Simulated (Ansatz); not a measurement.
**Te: the crystal squeezed far**

One table from this session's results is given with a row withheld; the runs are named, their logs left out.

Program: Ansatz 0.2.0. Level of theory: DFT PBEsol, with the methods named in each step. These are calculated values, not measurements.

**The structure to begin with**

The structure is cubic, space group Im-3m (No. 229). The conventional cell has a = 3.871 Å, b = 3.871 Å, c = 3.871 Å, α = 90.00°, β = 90.00°, γ = 90.00°. Te (site symmetry m-3m) is surrounded by 8 Te at 3.35 Å.

Coordinates:

```
CELL_PARAMETERS angstrom
-1.93544 1.93544 1.93544
1.93544 -1.93544 1.93544
1.93544 1.93544 -1.93544
ATOMIC_POSITIONS crystal
Te 0.00000 0.00000 0.00000
```

Whether this phase is the stable one at these pressures isn't tested.

Set-up of the first run:

Contents of input.yaml:

```yaml
crystal:
  lattice:
    - [-1.9354383203, 1.9354383203, 1.9354383203]
    - [1.9354383203, -1.9354383203, 1.9354383203]
    - [1.9354383203, 1.9354383203, -1.9354383203]
  atoms:
    - { symbol: Te, position: [0.0, 0.0, 0.0] }
kpoints:
  mp_grid: { grid: [15, 15, 15] }
scf:
  occupations: { method: fermi_dirac, width: 0.05 }
hamiltonian:
  xc: pbesol
  pseudopotentials: { kind: paw }
output:
  forces: true
  stress: true
  write_density: true
  write_potential: true
  elf: true
  volumetric_format: npy
relax:
  f_tol: 0.005
  max_steps: 40
  cell: {}
```

Started as:

```bash
> ansatz run input.yaml --threads 1 --pin off --max-ram 2048MiB --backend cpu --events-out ev --progress --plain --runs-dir out
```

Among the steps run: Cell relaxed at zero pressure, PAW; Volume scaled by 1, PAW; Volume scaled by 0.95, PAW; Volume scaled by 0.85, PAW; Volume scaled by 0.75, PAW; Volume scaled by 0.65, PAW; Volume scaled by 0.65, PAW (cutoff 600 eV); Volume scaled by 0.55, PAW; Volume scaled by 0.45, PAW; Volume scaled by 0.4, PAW; Volume scaled by 0.4, PAW (level accurate).

One table of the session follows, with a row left open; its other results are not shown here.

```
              method  volume over the first  volume (Å³/atom)  pressure (GPa)
                 PAW                      1            27.059           -0.01
                 PAW                   0.95            25.707            3.70
                 PAW                   0.85                 ?               ?
                 PAW                   0.75            20.295           36.09
                 PAW                   0.65            17.589           75.49
                 PAW                   0.55            14.883          153.62
                 PAW                   0.45            12.177          321.61
                 PAW                    0.4            10.824          478.19
 PAW (cutoff 600 eV)                   0.65            17.589           75.45
PAW (level accurate)                    0.4            10.824          477.81
```

Q: Estimate the row for PAW, 0.85 from the others.

The run gave: volume (Å³/atom): 23.001; pressure (GPa): 15.33. In the column «volume (Å³/atom)» it lies between PAW, 0.75 (20.295) and PAW, 0.95 (25.707).

To keep in mind: At pressures up to 478 GPa the PAW spheres may overlap and frozen cores may not hold, so those PAW values are rough without an all-electron check. Warnings in the runs' records: written density without core change.
